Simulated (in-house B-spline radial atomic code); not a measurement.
# Cs⁵⁰⁺: ionisation energy by several methods

Wanted: one ionisation energy, Cs⁵⁰⁺ to configuration [He] 2s2, up the ladder of functionals.

Method: scalar-relativistic (X2C), several functionals, spin-polarised; spherical all-electron atom at the radial basis limit. Code: in-house B-spline radial atomic code version 1.

## (1) What is computed

```
element       : caesium (Z = 55)
charge        : +50
electrons     : 5
configuration : [He] 2s2 2p1
nucleus       : Fermi, rms radius 4.804 fm
```

The outer shells:

[He] 2s2 2p1
```
[He] core
2s [↑↓]
2p [↑ ][  ][  ]
```

Where spins are not typed, each open shell is filled with up spins first.

## (2) exchange-only LDA

Settings, as recorded:

```ini
Z = 55
electrons = 5.0
configuration = [He] 2s2 2p1
hamiltonian = x2c
method = lda,
spin_polarised = True
nucleus = fermi
rms_radius = 4.8041
mass_number = 133
atomic_mass = 132.905451958
speed_of_light = 137.035999084
```

## (3) revTPSS

Settings: those of step 2 with these lines changed.

```diff
@@ -4,3 +4,3 @@
 hamiltonian = x2c
-method = lda,
+method = revtpss,revtpss
 spin_polarised = True
```

## (4) BP86

Settings: those of step 3 with these lines changed.

```diff
@@ -4,3 +4,3 @@
 hamiltonian = x2c
-method = revtpss,revtpss
+method = b88,p86
 spin_polarised = True
```

## (5) TPSS

Settings: those of step 4 with these lines changed.

```diff
@@ -4,3 +4,3 @@
 hamiltonian = x2c
-method = b88,p86
+method = tpss,tpss
 spin_polarised = True
```

**Question.** The tabulated ionisation energy is 9629 ± 4 eV (tabulated theoretical; NIST Atomic Spectra Database). What does each method give, and which comes nearest?

**Answer**, as computed:

| method | rung | total energy (hartree) | ΔSCF (eV) | −ε highest (eV) | ΔSCF less tabulated (eV) |
| --- | --- | --- | --- | --- | --- |
| exchange-only LDA | LDA | -4200.2513 | 9356.64 | 9239.30 (2p up) | -272.36 |
| BP86 | GGA | -4207.3336 | 9366.24 | 9248.43 (2p up) | -262.76 |
| revTPSS | meta-GGA | -4206.7242 | 9360.53 | 9244.79 (2p up) | -268.47 |
| TPSS | meta-GGA | -4206.9712 | 9363.58 | 9247.64 (2p up) | -265.42 |

What this shows: The tabulated ionisation energy is 9629 ± 4 eV (tabulated theoretical; NIST Atomic Spectra Database). BP86 comes nearest (-262.76 eV) and exchange-only LDA is farthest (-272.36 eV, 2.8 %). All methods miss on the same side by much the same amount, which points to something that they share. Relativistic terms that these runs lack can be as large as the gaps between close methods, so the nearest may be so by luck. Spin-orbit coupling is left out. Open shells are averaged (over orientations, and over spins where the run is restricted), while tables refer to the lowest levels.

Members of this set that are not shown: 3 used exact exchange with fractional occupations of an open shell, which is unsound here.
